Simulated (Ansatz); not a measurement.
Runs of Ansatz 0.2.0 on Cu. The cell holds a slab with vacuum, 7 atoms: a = 2.556 Å, b = 2.556 Å, c = 25.845 Å, α = 90.00°, β = 90.00°, γ = 90.00°. The slab is cut from a database's or a generator's crystal, which needn't be the stable form of the element.

```tsv
level	cutoff (eV)	gap on the mesh (eV)	largest force (eV/Å)	work function (eV)
RPBE	420	none	0.26	(a)
PBE	420	none	0.21	4.57
PBEsol	420	none	0.47	4.69
LDA	420	none	0.73	4.90
r2SCAN	500	none	0.42	4.58
BLYP	420	none	0.39	4.27
revPBE	420	none	0.21	(b)
```

Alike in all rows: task relaxation of the atoms; potentials or basis Ansatz PAW; no spin polarisation; cell atoms relaxed from: the (1 0 0) slab of Cu, cut from the database cell, not relaxed; k mesh 10 × 10 × 1; smearing fermi-dirac 0.05 eV.

Fill in the values left out.

(a) 4.38; (b) 4.41.

Caveats: the PAW data sets come from PBE, with cores solved anew for the run's functional, which leaves a small shift of forces and pressure (some runs).

A gap of «none» marks a metal or a gap under the smearing width.
